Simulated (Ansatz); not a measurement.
This script for the Python package of Ansatz (0.2.0) starts 5 runs on Zr3Ag, space group Pm-3m. What input does the engine get in each?

The script, `push.py`:
```python
'''Frozen displacement of one atom in Zr3Ag.'''

import ansatz
import numpy as np

params = {
    'mesh': (5, 5, 5),
    'sigma': 0.1,
    'max_iterations': 100,
    'extra_bands': 6,
}


def main() -> None:
    xtal = (
        ansatz.Lattice.of((4.416495, 0.0, 0.0), (0.0, 4.416495, 0.0), (0.0, 0.0, 4.416495))
        .atom('Zr', (0.5, 0.5, 0.0))
        .atom('Zr', (0.0, 0.5, 0.5))
        .atom('Zr', (0.5, 0.0, 0.5))
        .atom('Ag', (0.0, 0.0, 0.0))
    )

    inverse = np.linalg.inv(np.array(xtal.lattice.vectors))
    home = np.array(xtal.sites[3].position)
    values = np.linspace(-0.1, 0.1, 5)
    energies, pulls = [], []
    for shift in values:
        moved = xtal.move(3, to=home + shift * inverse[0])
        base = moved.calculation()
        base = base.functional(ansatz.Functional.PBESOL)
        base = base.pseudopotentials('paw').accuracy('low')
        base = base.kpoints(*params['mesh'], center='gamma')
        base = base.occupations(ansatz.OccupationsMethod.FERMI_DIRAC, width=params['sigma'])
        base = base.scf(max_iterations=params['max_iterations'], extra_bands=params['extra_bands']).forces()
        summary = base.run(threads=1).report
        energies.append(summary['free_energy_ev'])
        pulls.append(summary['forces_ev_ang'][3][0])

    # the force is minus the slope of the free energy
    print('shift (A)   dE (eV)   force along x (eV/A)')
    for shift, e, f in zip(values, energies, pulls):
        print(f'{shift:8.3f} {e - energies[2]:10.5f} {f:12.4f}')
    print(f'stiffness from energies {2 * np.polyfit(values, energies, 2)[0]:.3f}, from forces {-np.polyfit(values, pulls, 1)[0]:.3f} eV/A^2')


if __name__ == '__main__':
    main()
```

Run 1:
```yaml
crystal:
  lattice:
    - [4.416495, 0.0, 0.0]
    - [0.0, 4.416495, 0.0]
    - [0.0, 0.0, 4.416495]
  atoms:
    - { symbol: Zr, position: [0.5, 0.5, 0.0] }
    - { symbol: Zr, position: [0.0, 0.5, 0.5] }
    - { symbol: Zr, position: [0.5, 0.0, 0.5] }
    - { symbol: Ag, position: [-0.02264238949664836, 0.0, 0.0] }
accuracy: low
kpoints:
  mp_grid:
    grid: [5, 5, 5]
    shift: [0.0, 0.0, 0.0]
hamiltonian:
  xc: pbesol
  pseudopotentials:
    kind: paw
scf:
  max_iter: 100
  n_extra_bands: 6
  occupations:
    method: fermi_dirac
    width: 0.1
output:
  forces: true
```

Run 2, against run 1:
```diff
-    - { symbol: Ag, position: [-0.02264238949664836, 0.0, 0.0] }
+    - { symbol: Ag, position: [-0.01132119474832418, 0.0, 0.0] }
```

Run 3, against run 1:
```diff
-    - { symbol: Ag, position: [-0.02264238949664836, 0.0, 0.0] }
+    - { symbol: Ag, position: [0.0, 0.0, 0.0] }
```

Run 4, against run 1:
```diff
-    - { symbol: Ag, position: [-0.02264238949664836, 0.0, 0.0] }
+    - { symbol: Ag, position: [0.011321194748324184, 0.0, 0.0] }
```

Run 5, against run 1:
```diff
-    - { symbol: Ag, position: [-0.02264238949664836, 0.0, 0.0] }
+    - { symbol: Ag, position: [0.02264238949664836, 0.0, 0.0] }
```

```console
$ python push.py
DeckWarning: basis.ecutwfc = 420 eV, auto-derived from the records' recommended cutoffs: set by Zr (normal level)
shift (A)   dE (eV)   force along x (eV/A)
  -0.100    0.01847       0.3699
  -0.050    0.00461       0.1845
   0.000    0.00000      -0.0000
   0.050    0.00461      -0.1845
   0.100    0.01847      -0.3699
stiffness from energies 3.694, from forces 3.697 eV/A^2
```
(Warnings from the package without file and line.)

The curvature of the energy gives 3.694 eV/Å² and the slope of the force 3.697 eV/Å², a positive curvature.

Reading the output:
- The settings weren't tested for convergence.
- For a metal this k-point mesh is coarse: on a finer one energies can move by several to tens of meV an atom and pressures by half a GPa or more, differences at one mesh by less.
- In a metal a curvature from energy changes of a few meV or less hangs on mesh and smearing, in size and even in sign.
- This cell is a computed structure, which may not be the phase found in nature.
- All periodic images of the atom move with it, so the curvature is one diagonal element of the zone-centre force constants and no normal mode; a positive value doesn't exclude soft modes in which several atoms move.
- Hardware and time: 19 s on 1 thread of Arm Neoverse V1 (shared host), peak memory 0.42 GiB.

(Lines on the test bed's own set-up are left out of the output.)
